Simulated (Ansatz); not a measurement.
**LaFePO (P4/nmm): equation of state**

An exercise on one series of results from a longer session: the logs are not shown, and one member is left open.

Program: Ansatz 0.2.0. Level of theory: DFT PBE, scalar-relativistic, plane waves, PAW. These are calculated values, not measurements.

Spin polarisation is switched off on purpose; where the compound carries moments, volume, stiffness and gap are then not the real material's.

## The starting structure

It takes space group P4/nmm (No. 129, tetragonal). The conventional cell has a = 3.933 Å, b = 3.933 Å, c = 8.502 Å, α = 90.00°, β = 90.00°, γ = 90.00°. Around La (site symmetry 4mm) lie 4 O at 2.35 Å. Around Fe (site symmetry -4m2) lie 4 P at 2.23 Å. Around P (site symmetry 4mm) lie 4 Fe at 2.23 Å. O (site symmetry -4m2) has 4 La at 2.35 Å as nearest neighbours.

Coordinates:

```cif
data_structure
_symmetry_space_group_name_H-M 'P 1'
_symmetry_Int_Tables_number 1
_cell_length_a 3.9328
_cell_length_b 3.9328
_cell_length_c 8.5017
_cell_angle_alpha 90.000
_cell_angle_beta 90.000
_cell_angle_gamma 90.000
_cell_volume 131.49
loop_
_atom_site_label
_atom_site_type_symbol
_atom_site_fract_x
_atom_site_fract_y
_atom_site_fract_z
_atom_site_occupancy
La1 La 0.50000 0.00000 0.15137 1
La2 La 0.00000 0.50000 0.84863 1
Fe1 Fe 0.00000 0.00000 0.50000 1
Fe2 Fe 0.50000 0.50000 0.50000 1
P1 P 0.50000 0.00000 0.62343 1
P2 P 0.00000 0.50000 0.37657 1
O1 O 0.00000 0.00000 0.00000 1
O2 O 0.50000 0.50000 0.00000 1
```

An earlier run at PBE left this cell at 16.437 Å³/atom and -0.01 GPa (8×8×4 mesh).

Volume factors to run: 0.980, 1.020, 0.960, 1.040.

The first run:

The input, input.yaml:

```yaml
crystal:
  lattice:
    - [3.9063954479, 0.0, 0.0]
    - [0.0, 3.9063954479, 0.0]
    - [0.0, 0.0, 8.4446602108]
  atoms:
    - { symbol: La, position: [0.5, 0.0, 0.1513722619] }
    - { symbol: La, position: [0.0, 0.5, 0.8486277381] }
    - { symbol: Fe, position: [0.0, 0.0, 0.5] }
    - { symbol: Fe, position: [0.5, 0.5, 0.5] }
    - { symbol: P, position: [0.5, 0.0, 0.6234335405] }
    - { symbol: P, position: [0.0, 0.5, 0.3765664595] }
    - { symbol: O, position: [0.0, 0.0, 0.0] }
    - { symbol: O, position: [0.5, 0.5, 0.0] }
basis:
  ecutwfc: 420
  ecutrho_ratio: 4
kpoints:
  mp_grid: { grid: [8, 8, 4] }
hamiltonian:
  xc: pbe
scf:
  occupations: { method: gaussian, width: 0.05 }
output:
  forces: true
  stress: true
  eigenvalues: true
relax:
  f_tol: 0.01
  max_steps: 40
  cell: { stress_tol: 0.1, fix: [volume] }
```

On the command line:

```
> ansatz run input.yaml --threads 2 --pin off --max-ram 5120MiB --backend cpu --events-out ev --progress --plain --runs-dir out
```

Steps of the session up to this table: Volume × 0.980; At 1.020 of the relaxed volume; Scaling the volume by 0.960; Volume × 1.040.

One table of the session follows, with a row left open; its other results are not shown here.

It belongs to the step «Energy and pressure against volume». 

| volume (Å³/atom) | energy (meV/atom) | pressure (GPa) |
| --- | --- | --- |
| 15.779 | 8.87 | 4.52 |
| 16.108 | 2.12 | 2.13 |
| 16.437 | 0.00 | -0.01 |
| 16.766 | ? | ? |
| 17.094 | 7.74 | -3.62 |

Q: Estimate the row for volume (Å³/atom) = 16.766 from the others.

Worked estimate for «energy (meV/atom)». A straight line through the neighbours (16.437, 0.00) and (17.094, 7.74) gives 0.00 + (7.74 − 0.00) × (16.766 − 16.437) / (17.094 − 16.437) = 3.88; a parabola fitted to 3 rows on both sides gives 1.88.

As computed: energy (meV/atom): 2.03; pressure (GPa): -1.92. In «energy (meV/atom)» the line misses by +1.85 and the parabola by -0.15.
